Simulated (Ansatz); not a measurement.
# Au: the cost of one run

Computed with Ansatz 0.2.0 (DFT PBEsol, scalar-relativistic, unless a step's input says otherwise).

### 1 The structure to begin with

It takes space group P6_3/mmc (No. 194, hexagonal). The conventional cell has a = 2.900 Å, b = 2.900 Å, c = 4.880 Å, α = 90.00°, β = 90.00°, γ = 120.00°. Au (site symmetry -6m2) is surrounded by 12 Au at 2.90 to 2.96 Å.

Structure file:

```
Au
1.0
     2.90000    0.00000    0.00000
    -1.45000    2.51147    0.00000
     0.00000    0.00000    4.88000
Au
2
Direct
  0.33333 0.66667 0.75000
  0.66667 0.33333 0.25000
```

Atoms are numbered in the order of the input: Au1, Au2.

### 2 After the deformation

Space group P6_3/mmc before, P6_3/mmc after.

### 3 Full-potential LAPW

Contents of input.yaml:

```yaml
crystal:
  lattice:
    - [2.8709984263, 0.0, 0.0]
    - [-1.4354992132, 2.4863575715, 0.0]
    - [0.0, 0.0, 4.88]
  atoms:
    - { symbol: Au, position: [0.3333333333, 0.6666666667, 0.75] }
    - { symbol: Au, position: [0.6666666667, 0.3333333333, 0.25] }
kpoints:
  mp_grid: { grid: [14, 14, 8] }
  band_path:
    path:
      - [0.0, 0.0, 0.0]
      - [0.5, 0.0, 0.0]
      - [0.3333333333, 0.3333333333, 0.0]
      - [0.0, 0.0, 0.0]
      - [0.0, 0.0, 0.5]
      - [0.5, 0.0, 0.5]
      - [0.3333333333, 0.3333333333, 0.5]
      - [0.0, 0.0, 0.5]
      - [0.5, 0.0, 0.5]
    npoints: 5
scf:
  occupations: { method: fermi_dirac, width: 0.03 }
hamiltonian:
  xc: pbesol
  pseudopotentials: { kind: all_electron, lapw: { basis_error: 0.0005 } }
output:
  forces: true
  stress: true
  eigenvalues: true
```

Started as:

```sh
$ ansatz run input.yaml --threads 1 --pin off --max-ram 3072MiB --backend cpu --events-out ev --progress --plain --runs-dir out
```

**Question.** How long does this run take on 1 thread of Intel Xeon Platinum 8488C (Sapphire Rapids), shared host, and how much memory does it need?

About 45 s, with a peak of 0.69 GiB.
